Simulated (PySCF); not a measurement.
# CaH+: bond curves at several levels of theory

An exercise on one series of results from a longer session: the logs are not shown, and one member is left open.

Computed with PySCF 2.14.0. Level: Ca 6-311G(d,p), H 6-311G(d,p), no relativity.

The first run:

Settings of the job:

- atoms: Ca, H
- charge: 1
- basis: Ca 6-311G(d,p), H 6-311G(d,p)
- Hamiltonian: no relativity
- basis functions: 45
- electrons treated: 20
- masses in u: 39.9626, 1.0078
- levels: PBE0, PBE, r²SCAN, BLYP, revPBE, TPSSh, ωB97X, HF, MP2, SCS-MP2, CCSD, CCSD(T)
- grid: 80 radial by 434 angular points
- occupations: held fixed by the projection of orbital angular momentum
- dissociation limit: Ca+ + H, each in its ground configuration
- starting distance in angstrom: 2.010
- values of 2S to try: 0, 2

Run with:

```console
OMP_NUM_THREADS=1 python dia.py task.json out
```

Among the steps run: The job; First curve: PBE0; Higher solutions at PBE0; PBE (GGA); r²SCAN; BLYP (GGA); revPBE; TPSSh (hybrid meta-GGA); ωB97X; RHF (mean field); Adding correlation.

One table of the session follows, with a row left open; its other results are not shown here.

It belongs to the step «The curves together». Energy (eV) from each level's lowest point:

```
R (Å)    RHF  RHF-MP2  RHF-SCS-MP2  RHF-CCSD  RHF-CCSD(T)
1.620  0.582    0.487        0.500       n/a          n/a
1.696  0.312    0.246        0.254     0.271        0.271
1.771  0.136    0.094        0.100     0.113        0.113
1.827  0.056    0.030        0.033     0.042        0.043
1.884  0.012    0.000        0.002     0.007        0.007
1.940  0.000    0.000        0.000     0.000        0.000
2.016  0.025    0.039        0.036     0.028        0.027
2.110      ?        ?            ?         ?            ?
2.223  0.266    0.302        0.293     0.251        0.245
2.374  0.541    0.579        0.566       n/a          n/a
```

Q: Estimate the row for R (Å) = 2.110 from the others.

Worked estimate for «RHF». A straight line through the neighbours (2.016, 0.025) and (2.223, 0.266) gives 0.025 + (0.266 − 0.025) × (2.110 − 2.016) / (2.223 − 2.016) = 0.134; a parabola fitted to 4 rows on both sides gives 0.114.

As computed: RHF: 0.108; RHF-MP2: 0.135; RHF-SCS-MP2: 0.130; RHF-CCSD: 0.108; RHF-CCSD(T): 0.106. In «RHF» the line misses by +0.026 and the parabola by +0.006.
